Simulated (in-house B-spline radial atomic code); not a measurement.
**Hg⁺: a fraction of an electron removed from 5d**

Aim: the energy of Hg⁺ as a fraction of an electron is removed from 5d, to see how far it bends away from a straight line.

Method: scalar-relativistic (spin-free one-electron X2C) BLYP, spin-polarised, spherical fractional occupations, Fermi nucleus, basis-set limit. Code: in-house B-spline radial atomic code version 1.

### Step 1. The atom as given

| Property | Result |
| --- | --- |
| element | mercury (Z = 80) |
| charge | +1 |
| electrons | 79 |
| configuration | [Xe] 4f14 5d10 6s1 |
| Hamiltonian | scalar-relativistic (X2C) |
| nucleus | Fermi, rms radius 5.465 fm |

Outer shells as boxes (Hund's rule):

[Xe] 4f14 5d10 6s1
```
[Xe] core
4f [↑↓][↑↓][↑↓][↑↓][↑↓][↑↓][↑↓]
5d [↑↓][↑↓][↑↓][↑↓][↑↓]
6s [↑ ]
```

Where spins are not typed, each open shell is filled with up spins first.

### Step 2. The start, at fraction 0

Input settings:

```ini
Z = 80
electrons = 79.0
configuration = [Xe] 4f14 5d10 6s1
hamiltonian = x2c
method = b88,lyp
spin_polarised = True
nucleus = fermi
rms_radius = 5.4648
mass_number = 202
atomic_mass = 201.970643604
speed_of_light = 137.035999084
```

### Step 3. 0.09 electron removed from 5d

Changes to the settings of step 2:

```diff
@@ -1,4 +1,4 @@
 Z = 80
-electrons = 79.0
-configuration = [Xe] 4f14 5d10 6s1
+electrons = 78.91
+configuration = [Xe] 4f14 5d9.91 6s1
 hamiltonian = x2c
```

### Step 4. 0.18 electron removed from 5d

Changes to the settings of step 3:

```diff
@@ -1,4 +1,4 @@
 Z = 80
-electrons = 78.91
-configuration = [Xe] 4f14 5d9.91 6s1
+electrons = 78.82
+configuration = [Xe] 4f14 5d9.82 6s1
 hamiltonian = x2c
```

### Step 5. 0.33 electron removed from 5d

Changes to the settings of step 4:

```diff
@@ -1,4 +1,4 @@
 Z = 80
-electrons = 78.82
-configuration = [Xe] 4f14 5d9.82 6s1
+electrons = 78.67
+configuration = [Xe] 4f14 5d9.67 6s1
 hamiltonian = x2c
```

### Step 6. 0.43 electron removed from 5d

Changes to the settings of step 5:

```diff
@@ -1,4 +1,4 @@
 Z = 80
-electrons = 78.67
-configuration = [Xe] 4f14 5d9.67 6s1
+electrons = 78.57
+configuration = [Xe] 4f14 5d9.57 6s1
 hamiltonian = x2c
```

### Step 7. 0.5 electron removed from 5d

Changes to the settings of step 6:

```diff
@@ -1,4 +1,4 @@
 Z = 80
-electrons = 78.57
-configuration = [Xe] 4f14 5d9.57 6s1
+electrons = 78.5
+configuration = [Xe] 4f14 5d9.5 6s1
 hamiltonian = x2c
```

### Step 8. 0.58 electron removed from 5d

Changes to the settings of step 7:

```diff
@@ -1,4 +1,4 @@
 Z = 80
-electrons = 78.5
-configuration = [Xe] 4f14 5d9.5 6s1
+electrons = 78.42
+configuration = [Xe] 4f14 5d9.42 6s1
 hamiltonian = x2c
```

### Step 9. 0.72 electron removed from 5d

Changes to the settings of step 8:

```diff
@@ -1,4 +1,4 @@
 Z = 80
-electrons = 78.42
-configuration = [Xe] 4f14 5d9.42 6s1
+electrons = 78.28
+configuration = [Xe] 4f14 5d9.28 6s1
 hamiltonian = x2c
```

### Step 10. 0.86 electron removed from 5d

Changes to the settings of step 9:

```diff
@@ -1,4 +1,4 @@
 Z = 80
-electrons = 78.28
-configuration = [Xe] 4f14 5d9.28 6s1
+electrons = 78.14
+configuration = [Xe] 4f14 5d9.14 6s1
 hamiltonian = x2c
```

### Step 11. 0.99 electron removed from 5d

Changes to the settings of step 10:

```diff
@@ -1,4 +1,4 @@
 Z = 80
-electrons = 78.14
-configuration = [Xe] 4f14 5d9.14 6s1
+electrons = 78.01
+configuration = [Xe] 4f14 5d9.01 6s1
 hamiltonian = x2c
```

### Step 12. 1 electron removed from 5d

Changes to the settings of step 11:

```diff
@@ -1,4 +1,4 @@
 Z = 80
-electrons = 78.01
-configuration = [Xe] 4f14 5d9.01 6s1
+electrons = 78.0
+configuration = [Xe] 4f14 5d9 6s1
 hamiltonian = x2c
```

**Question.** How does the energy change with the fraction, and which way and how far does it bend from the straight line between the ends?

As calculated:

| fraction | energy change (eV) | less the straight line (eV) | level 5d down (eV) | sum of <r²> (bohr²) |
| --- | --- | --- | --- | --- |
| 0 | 0.0000 | 0.0000 | -18.514 | 50.616 |
| 0.09 | 1.7137 | -0.4981 | -19.571 | 50.000 |
| 0.18 | 3.5230 | -0.9006 | -20.638 | 49.402 |
| 0.33 | 6.7537 | -1.3562 | -22.442 | 48.442 |
| 0.43 | 9.0588 | -1.5087 | -23.662 | 47.826 |
| 0.5 | 10.7453 | -1.5425 | -24.523 | 47.406 |
| 0.58 | 12.7467 | -1.5071 | -25.515 | 46.935 |
| 0.72 | 16.4413 | -1.2531 | -27.269 | 46.136 |
| 0.86 | 20.3832 | -0.7518 | -29.047 | 45.365 |
| 0.99 | 24.2678 | -0.0621 | -30.719 | 44.674 |
| 1 | 24.5756 | 0.0000 | -30.848 | 44.621 |

From fraction 0 to 1 the energy changes by 24.576 eV. It sags under the straight line by up to 1.54 eV (at 0.5). Slater's transition state, the slope from the orbital energy at fraction 0.5 (Janak's theorem), gives 24.523 eV for the whole step.
